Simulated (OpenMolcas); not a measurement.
**MoO3 (molybdenum trioxide) at BPBE/ANO-RCC-VDZP (sfX2C)**

Aim: the vertical ionisation energy of MoO3 (molybdenum trioxide) at BPBE/ANO-RCC-VDZP (sfX2C), from 2 runs. 

The results are computed with OpenMolcas 26.06.

### Step 1. The structure to begin with

The species is MoO3 (4 atoms), meant as a singlet with charge 0. As SMILES, `[O]=[Mo](=[O])=[O]`. Geometry: relaxed at PBE0-D4/def2-TZVP.

Bond lengths: O1–Mo2 1.692 Å, Mo2–O3 1.692 Å, Mo2–O4 1.692 Å. Angles: O1–Mo2–O3 110.3°, O1–Mo2–O4 110.3°, O3–Mo2–O4 110.3°.

### Step 2. The energy at BPBE/ANO-RCC-VDZP (sfX2C)

File job.input:

```
&GATEWAY
 COORD
 4
 bohr
 O     -1.82925489    -0.28308097     2.38577923
 Mo    -0.26097118    -0.63589284    -0.37851214
 O      2.84781727    -1.14819759     0.16780768
 O     -0.65233346     1.95322092    -2.21362518
 BASIS
 ANO-RCC-VDZP
 GROUP
 NoSym
 RX2C

&SEWARD
 EXPERT

&SCF
 KSDFT
 BPBE
 PRORBITALS
 0
```

Launch:

```bash
$ export MOLCAS_MEM=1860
$ pymolcas job.input > job.log
```

The program printed:

```text
--- Start Module: gateway ---
[...]
--- Stop Module: gateway /rc=_RC_ALL_IS_WELL_ ---
--- Start Module: seward ---
[...]
 ###    WARNING:  EXPERT option is ON!                                       ###
 ###############################################################################
               SEWARD will generate:
[...]
      Basis functions           85
--- Stop Module: seward /rc=_RC_ALL_IS_WELL_ ---
[...]
--- Start Module: scf ---
[...]
       Convergence after  14 Iterations
[...]
::    Total KS-DFT energy                           -4274.5412645892
[...]
      Total spin, S                                     0.0000000000
[...]
      Total electronic charge=   66.000000
      Total            charge=   -0.000000
[...]
      Dipole Moment (debye):
      Origin of the operator (angstrom)=   -0.0714   -0.1955   -0.1147
                   X= -1.7674E+00               Y= -3.7364E+00               Z= -2.2694E+00           Total=  4.7154E+00
      Quadrupole Moment (debye*angstrom):
[...]
--- Stop Module: scf /rc=_RC_ALL_IS_WELL_ ---
[...]
```

It took 23 s on 1 thread of Arm Neoverse V1, shared host; peak memory 0.52 GiB.

### Step 3. The doublet cation

File job.input:

```
&GATEWAY
 Coord
 4
 bohr
 O     -1.82925489    -0.28308097     2.38577923
 Mo    -0.26097118    -0.63589284    -0.37851214
 O      2.84781727    -1.14819759     0.16780768
 O     -0.65233346     1.95322092    -2.21362518
 Basis
 ANO-RCC-VDZP
 Group
 NoSym
 RX2C

&SEWARD
 Expert

&SCF
 UHF
 Charge
 1
 Spin
 2
 KSDFT
 BPBE
 PrOrbitals
 0
```

Launch:

```bash
$ export MOLCAS_MEM=1860
$ pymolcas job.input > job.log
```

The program printed:

```text
--- Start Module: gateway ---
[...]
--- Stop Module: gateway /rc=_RC_ALL_IS_WELL_ ---
--- Start Module: seward ---
[...]
 ###    WARNING:  EXPERT option is ON!                                       ###
 ###############################################################################
               SEWARD will generate:
[...]
      Basis functions           85
--- Stop Module: seward /rc=_RC_ALL_IS_WELL_ ---
[...]
--- Start Module: scf ---
[...]
       Convergence after  42 Iterations
[...]
::    Total KS-DFT energy                           -4274.1301925538
[...]
      Total spin, S                                     0.5078390451
[...]
      Total electronic charge=   65.000000
      Total            charge=    1.000000
[...]
      Dipole Moment (debye):
      Origin of the operator (angstrom)=   -0.0714   -0.1955   -0.1147
                   X= -1.3422E+00               Y= -2.8385E+00               Z= -1.7233E+00           Total=  3.5817E+00
      Center of Charge (angstrom)
[...]
--- Stop Module: scf /rc=_RC_ALL_IS_WELL_ ---
[...]
```

Run time: 45 s. Hardware: 1 thread of Arm Neoverse V1, shared host; peak memory 0.52 GiB.

### Step 4. Summary of results

At BPBE/ANO-RCC-VDZP (sfX2C):

```
                                          quantity           value
                        singlet MoO3: total energy  -4274.54126 Eh
                       singlet MoO3: dipole moment          4.72 D
                         singlet MoO3: HOMO energy        -7.59 eV
                         singlet MoO3: LUMO energy        -5.41 eV
                       singlet MoO3: HOMO–LUMO gap         2.17 eV
                      doublet cation: total energy  -4274.13019 Eh
doublet cation: HOMO energy (highest over α and β)       -15.14 eV
 doublet cation: LUMO energy (lowest over α and β)       -14.80 eV
                              doublet cation: ⟨S²⟩           0.766
vertical ionisation energy (to the doublet cation)       11.186 eV
```

In words: The vertical ionisation energy comes to 11.19 eV (258 kcal/mol). The negative HOMO energy of the first species, 7.59 eV, lies 3.60 eV below that difference.
